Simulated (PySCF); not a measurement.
**AsBrFH₂−, cut into parts across a bond: interaction energy**

One table from this session's results is given with a row withheld; the runs are named, their logs left out.

Programs: PySCF 2.14.0. All values are calculated, for the isolated system unless a continuum is named. Atoms count from 0, parts from 1.

## The system as given

5 atoms, charge -1, multiplicity 1; geometry: GFN2-xTB. Parts: 1 = atoms 0–3, `F[AsH2]`, charge 0; 2 = atom 4, `[Br-]`, charge -1. In the given geometry As0 and Br4 of different parts are bonded (2.61 Å), so values for the parts refer to these atom groups.

Set-up of the first run:

What the job is given:

```
{"job": {"xc": "PBE0", "basis": "def2-TZVPD", "d3": "d3bj", "grid": 3, "kind": "geom", "shake": 0.01}, "charge": -1, "multiplicity": 1, "parts": [{"atoms": "0-3", "charge": 0, "multiplicity": 1}, {"atoms": "4-4", "charge": -1, "multiplicity": 1}]}
As    -0.820348    -0.374587    -0.153052
F      0.545616    -0.645570     1.289934
H     -0.155383     0.939085    -0.386556
H      0.156238    -1.068046    -1.033720
Br    -2.083031     0.195715    -2.361742
```

On the command line:

```console
$ OMP_NUM_THREADS=1 python cluster_run.py task.json out
```

This one command runs all jobs of the session in turn.

Among the steps run: Optimising the geometry at PBE0-D3(BJ)/def2-TZVPD; Coupled-cluster interaction energy: CCSD(T) and MP2, 2.81 Å; Coupled-cluster interaction energy: CCSD(T) and MP2, 2.95 Å; Coupled-cluster interaction energy: CCSD(T) and MP2, 3.09 Å; Coupled-cluster interaction energy: CCSD(T) and MP2, 2.67 Å; Coupled-cluster interaction energy: CCSD(T) and MP2, 3.52 Å; Coupled-cluster interaction energy: CCSD(T) and MP2, 2.53 Å; Coupled-cluster interaction energy: CCSD(T) and MP2, 4.22 Å; Coupled-cluster interaction energy: CCSD(T) and MP2, 5.62 Å.

One table of the session follows, with a row left open; its other results are not shown here.

It belongs to the step «Coupled-cluster interaction energy: CCSD(T) and MP2, 5.62 Å». 

```
                 method  interaction energy (kcal/mol)
         HF/aug-cc-pVDZ                          -6.18
        MP2/aug-cc-pVDZ                          -5.80
       CCSD/aug-cc-pVDZ                          -5.85
    CCSD(T)/aug-cc-pVDZ                          -5.77
         HF/aug-cc-pVQZ                              ?
        MP2/aug-cc-pVQZ                          -5.82
    SCS-MP2/aug-cc-pVQZ                          -5.79
      MP2, extrapolated                          -5.84
CCSD(T), limit estimate                          -5.81
```

**Question.** Estimate the row for HF/aug-cc-pVQZ.

**Answer.** interaction energy (kcal/mol): -6.15. In the column «interaction energy (kcal/mol)» it lies between HF/aug-cc-pVDZ (-6.18) and CCSD/aug-cc-pVDZ (-5.85).
